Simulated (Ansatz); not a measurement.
**One input on several machines: LDA, all-electron LAPW, LaGe2Ru2 (I4/mmm)**

The runs below are of Ansatz 0.2.0 on an Arm Neoverse N1 node (56 of its 64 cores, memory capped at 64 GiB); a node with four NVIDIA GB300 Max-Q cards and 144 Grace (Neoverse V2) cores; a node with four NVIDIA GB200 cards and 144 Grace (Neoverse V2) cores; a node with eight NVIDIA H100 80GB cards and 96 AMD EPYC 7R13 cores; an Intel Xeon 6975P-C node (Granite Rapids, 96 cores, 192 hardware threads, 360 GiB), one at a time and with no other job on the machine; times are wall-clock times from launch to exit. Times and memory are rounded to two significant figures, and ratios are formed from the unrounded values. A row is a single run, so small differences between rows aren't established. System services beside the runs took up to 5 cores (rounded up). Runs with a thread on every core shared the cores with them. Precision is the program's default, which can work at lower precision in parts of a run. Card memory is the largest of readings taken every 0.4 s, so short peaks can be missed, and it isn't given for runs under about 3 s. It shows what a run took, which needn't be the least that it can run in: the program holds more work at once where threads and free memory allow.

Commands are shown without the flags for output files and display.

```
atoms                                                              : 5
electrons in bands                                                 : 141
cell volume                                                        : 94.15 Å³
cutoff (chosen by the program)                                     : 378 eV
k mesh                                                             : 13×13×16
k points solved                                                    : 735
symmetry operations used (translations within a supercell counted) : 4
plane waves at Γ                                                   : 1605
dense FFT grid                                                     : 30×30×40
bands at the start                                                 : 85
spin                                                               : none
first density                                                      : superposed atoms
```

Input:

```yaml
crystal:
  lattice:
    - [-2.154439, 2.154439, 5.070735]
    - [2.154439, -2.154439, 5.070735]
    - [2.154439, 2.154439, -5.070735]
  atoms:
    - { symbol: La, position: [0.000000, 0.000000, 0.000000] }
    - { symbol: Ge, position: [0.637322, 0.637322, 0.000000] }
    - { symbol: Ge, position: [0.362678, 0.362678, 0.000000] }
    - { symbol: Ru, position: [0.250000, 0.750000, 0.500000] }
    - { symbol: Ru, position: [0.750000, 0.250000, 0.500000] }
kpoints:
  mp_grid: { grid: [13, 13, 16] }
hamiltonian:
  xc: lda
  pseudopotentials: { kind: all_electron, lapw: {} }
scf:
  occupations: { method: fermi_dirac, width: 0.05 }
output: { forces: true }
```

The log of this input tells: mesh cuts symmetry 16→4. «mesh cuts symmetry a→b»: the program warns that the k mesh doesn't keep all a symmetry operations of the cell (for a supercell the count includes its translations). It used the b that carry the mesh onto itself, so fewer k points are equivalent than under the full symmetry.

```
           machine share                                                              command  wall time  SCF clock  outside it  CPU time  SCF iterations  threads  the cards share  host memory (GiB)  fullest card (GiB)                         remarks
               1 × GB200                     ansatz run input.yaml --backend cuda --devices 1       36 s       34 s       2.3 s    45 min              13      144                                  10                  87                                
               1 × GB300                     ansatz run input.yaml --backend cuda --devices 1      110 s      100 s       2.2 s    46 min              13      144                                  10                  88                                
                1 × H100                     ansatz run input.yaml --backend cuda --devices 1       37 s       34 s       3.2 s    20 min              13       96                                 8.9                  53  card 53 of 80 GiB; slots 92→61
               2 × GB200                     ansatz run input.yaml --backend cuda --devices 2       18 s       15 s       2.8 s    16 min              13     2×72         k points                 11                  51                                
               2 × GB300                     ansatz run input.yaml --backend cuda --devices 2       53 s       50 s       2.8 s    70 min              13     2×72         k points                 11                  50                                
               4 × GB200                     ansatz run input.yaml --backend cuda --devices 4       14 s      9.2 s       4.8 s   9.0 min              13     4×36         k points                 12                  32                                
               4 × GB300                     ansatz run input.yaml --backend cuda --devices 4       32 s       27 s       5.8 s    40 min              13     4×36         k points                 12                  32                                
 56 threads, Neoverse N1  taskset -c 8-63 ansatz run input.yaml --backend cpu --max-ram 64GiB    2.2 min    2.2 min       1.9 s   110 min              13       56                                  18                                                    
96 threads, Xeon 6975P-C                                  ansatz run input.yaml --backend cpu       45 s       44 s       1.8 s    55 min              13       96                                  20
```

The SCF clock is the program's own. It runs from the start of the first SCF loop to the final result and holds forces, stress, later SCFs and response steps. Outside it lie start-up, exit and the set-up ahead of the first loop, which depends on the cell and the method.

LAPW's cutoff and plane waves are those at the start; the program can enlarge the basis.

«slots a→b»: to fit the memory the program cut the eigensolver solves (one k point and spin each) that it holds at once from a to b, which trades time for memory. «card a of b GiB» or «host a of b GiB»: the run took three quarters or more of a card's memory (or the program reckoned to fill 85 % of what was free), or 60 % or more of the host memory that it had. The program fits its work to the free memory, so such a run may be limited by memory even where its log doesn't say so. Rows whose remarks tell of memory aren't like for like with rows without. Threads written as a×b are a pools of b host workers, as the log lists them; the log's own count of threads can differ.

The machines don't compute alike at the default precision: the logs show emulated matrix products on GB200 and GB300, and some doubles held as pairs of floats on GB300.

The runs on cards also kept host threads busy (see the CPU time), so differences between cards can come from their hosts too.

Among these rows the slowest by wall time (56 threads, Neoverse N1) takes 9.5 times as long as the fastest (4 × GB200). Up to 34 % of a wall time lies outside the SCF clock (4 × GB200), so the wall times show the speed at the clocked work only in part. On the SCF clock alone the slowest (56 threads, Neoverse N1) takes 14 times as long as the fastest (4 × GB200).

The gap on the SCF clock between 4 × GB300 and 4 × GB200 (27 s against 9.2 s) lies mostly in the eigensolver (18 s against 3.2 s). Its cause wasn't traced.

The gap on the SCF clock between 2 × GB300 and 2 × GB200 (50 s against 15 s) lies mostly in the eigensolver (38 s against 6.8 s). Its cause wasn't traced.

The gap on the SCF clock between 1 × GB300 and 1 × GB200 (100 s against 34 s) lies mostly in the eigensolver (75 s against 14 s). Its cause wasn't traced.

Question: How long does the same input take on 8 × H100 (ansatz run input.yaml --backend cuda --devices 8)?

Answer: 19 s, in 13 SCF iterations, about 7 % more than the time on 2 × GB200; peak host memory 10 GiB, 15 GiB on the fullest card. Of the wall time 11 s is on the SCF clock and 8.0 s outside. On the SCF clock alone it is 0.73 times that on 2 × GB200 (11 s against 15 s). The cards share k points, with 8 pools of 8 host workers by the log's list (its own count of threads can differ).
